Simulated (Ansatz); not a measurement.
**AsH₄− (singlet): the correlation ladder, aug-cc-pVTZ**

Aim: climb from Hartree-Fock through coupled cluster and multireference methods for AsH₄− (singlet) at one geometry and basis, and see what each rung misses.

Method: aug-cc-pVTZ, core rule «outside noble gas», up to 14 orbitals frozen; program: Ansatz 0.2.0, Gaussian basis.

The runs, in order: UHF; CCSD(T) on RHF; CCSD(T) on UHF; BCCD(T) on RHF; CCSDT(Q) on RHF; CCSDT(Q) on UHF; CASSCF and NEVPT2, 10 electrons in 8 orbitals.

4 further runs of the same task are left out: 4 set aside as unsound or not needed.

### 1 The system

The geometry is a PBE0/def2-TZVPD stationary point (not a proven minimum) of the parent state, kept for this charge and spin. No spin-orbit coupling is included. The filled d shell of As may be among the frozen orbitals whatever the setting's name suggests; the logs give the count.

5 atoms, charge -1, spin multiplicity 1.

Atoms are counted from 1 here; the program's logs count them from 0.

Bond lengths: As1–H2 1.669 Å, As1–H3 1.669 Å, As1–H4 1.669 Å, As1–H5 1.669 Å. Angles: H2–As1–H3 93.8°, H2–As1–H4 93.8°, H2–As1–H5 150.3°, H3–As1–H4 150.3°, H3–As1–H5 93.8°, H4–As1–H5 93.8°.

As a file:

```
As    0.0000    0.0000    0.0000
H     0.2704    0.9808    1.3228
H    -0.9575   -1.0699    0.8505
H     0.1570    1.2484   -1.0963
H     0.5302   -1.1593   -1.0770
```

### 2 UHF

The input, in.yaml:

```yaml
crystal:
  periodic: [false, false, false]
  atoms:
    - {symbol: As, position_ang: [0.000000, 0.000000, 0.000000]}
    - {symbol: H, position_ang: [0.270354, 0.980803, 1.322816]}
    - {symbol: H, position_ang: [-0.957546, -1.069929, 0.850450]}
    - {symbol: H, position_ang: [0.157024, 1.248386, -1.096259]}
    - {symbol: H, position_ang: [0.530168, -1.159260, -1.077008]}
basis:
  gaussian: {orbitals: aug-cc-pVTZ}
total_charge: -1
magnetization: {spin_polarized: true, initial_magnetization: 0}
hamiltonian: {xc: hf}
output: {orbitals: {seedname: orbitals}}
```

Run with:

```
$ ansatz run in.yaml --threads 1 --pin off --events-out ev --progress --plain --max-ram 4096MiB --backend cpu
```

The runs that follow: CCSD(T) on RHF; CCSD(T) on UHF; BCCD(T) on RHF; CCSDT(Q) on RHF; CCSDT(Q) on UHF; CASSCF and NEVPT2, 10 electrons in 8 orbitals.

Q: Predict the results of all the runs planned. Wanted: RCCSDT(Q) below the RHF energy; RMP2 from RCCSDT(Q); UMP2 from RCCSDT(Q); RCCSD from RCCSDT(Q); RCCSD(T) from RCCSDT(Q); UCCSD(T) from RCCSDT(Q); UCCSDT(Q) from RCCSDT(Q); NEVPT2 valence from RCCSDT(Q); T1 diagnostic.

As calculated:

| quantity | value |
| --- | --- |
| RCCSDT(Q) below the RHF energy | -7.2036 eV |
| RMP2 from RCCSDT(Q) | +1271.8 meV |
| UMP2 from RCCSDT(Q) | +1358.6 meV |
| RCCSD from RCCSDT(Q) | +406.7 meV |
| RCCSD(T) from RCCSDT(Q) | +78.4 meV |
| UCCSD(T) from RCCSDT(Q) | +131.3 meV |
| UCCSDT(Q) from RCCSDT(Q) | +15.5 meV |
| NEVPT2 valence from RCCSDT(Q) | +1261.5 meV |
| levels within 1 kcal/mol (43 meV) | RCCSDT, UCCSDT(Q) |
| T1 diagnostic | 0.014 |
| effectively unpaired electrons | 0.11 |

RCCSD(T) misses by +78.4 meV, 1.1 % of the correlation energy. CCSD(T) misses by +78.4 meV on the restricted determinant and by +131.3 meV on the unrestricted one; the two need not hold the same state or core. One determinant dominates. These misses are within one basis, not against nature.
